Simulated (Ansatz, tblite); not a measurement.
# The cluster B₃F₃: removing and adding an electron

One table from this session's results is given with a row withheld; the runs are named, their logs left out.

The runs use Ansatz 0.2.0, Gaussian basis; as each input shows.

Plan: charge +1 doublet, at the geometry of the singlet (PBE0-D4/def2-TZVP, PBE-D4/def2-TZVP, r2SCAN-D4/def2-TZVP, CCSD(T)/def2-TZVPP); charge -1 doublet, at the geometry of the singlet (PBE0-D4/def2-TZVPD, PBE-D4/def2-TZVPD, r2SCAN-D4/def2-TZVPD); the starting singlet's energies come from earlier runs.

2 further runs of the same task are left out: 2 set aside as unsound or not needed.

### The geometry

The singlet was relaxed beforehand with PBE0-D4/def2-SVP. At that level it is the lowest of the isomers that a small search found.

6 atoms, charge 0, spin multiplicity 1.

Atoms are counted from 1 here; the program's logs count them from 0.

Bond lengths: B1–B3 1.563 Å, B1–F4 1.284 Å, B2–B3 1.563 Å, B2–F6 1.284 Å, B3–F5 1.351 Å. Angles: B3–B1–F4 167.4°, B3–B2–F6 167.4°, B1–B3–B2 85.5°, B1–B3–F5 137.3°, B2–B3–F5 137.3°.

The first run:

Contents of in.yaml:

```yaml
crystal:
  periodic: [false, false, false]
  atoms:
    - {symbol: B, position_ang: [-0.210994, 0.472461, -0.956028]}
    - {symbol: B, position_ang: [-0.009057, -0.071296, 1.084669]}
    - {symbol: B, position_ang: [0.421387, -0.768218, -0.246384]}
    - {symbol: F, position_ang: [-0.786642, 1.574821, -1.276138]}
    - {symbol: F, position_ang: [1.047040, -1.908026, -0.612104]}
    - {symbol: F, position_ang: [-0.461735, 0.700248, 2.005995]}
basis:
  gaussian: {orbitals: def2-TZVP}
total_charge: 1
magnetization: {spin_polarized: true, initial_magnetization: 1}
hamiltonian: {xc: pbe0, dispersion: d4}
scf: {omitted_lower_state_checks: [starts]}
output: {orbitals: {seedname: orbitals}}
```

Launch:

```console
$ ansatz run in.yaml --threads 4 --pin off --events-out ev --progress --plain --max-ram 8704MiB
```

Among the steps run: Charge +1 doublet at the fixed geometry, PBE0-D4/def2-TZVP; Charge +1 doublet at the fixed geometry, PBE-D4/def2-TZVP; Charge +1 doublet at the fixed geometry, r2SCAN-D4/def2-TZVP; Charge +1 doublet at the fixed geometry, CCSD(T)/def2-TZVPP.

One table of the session follows, with a row left open; its other results are not shown here.

It belongs to the step «Vertical ionisation energy». 

```
             method  vertical ionisation energy (eV)
      HF/def2-TZVPP                             7.43
   PBE-D4/def2-TZVP                             8.42
r2SCAN-D4/def2-TZVP                                ?
  PBE0-D4/def2-TZVP                             8.48
     MP2/def2-TZVPP                             8.48
    CCSD/def2-TZVPP                             8.42
 CCSD(T)/def2-TZVPP                             8.51
```

Estimate the missing values for r2SCAN-D4/def2-TZVP.

**Answer.** vertical ionisation energy (eV): 8.38. In the column «vertical ionisation energy (eV)» it lies between HF/def2-TZVPP (7.43) and PBE-D4/def2-TZVP (8.42).

Caveats from the session: The closed-shell reference under CCSD(T)/def2-TZVPP is unstable towards broken spin symmetry, which adds to the doubt on it. The anion's highest level is positive in at least one run, so there the basis alone may hold the extra electron.
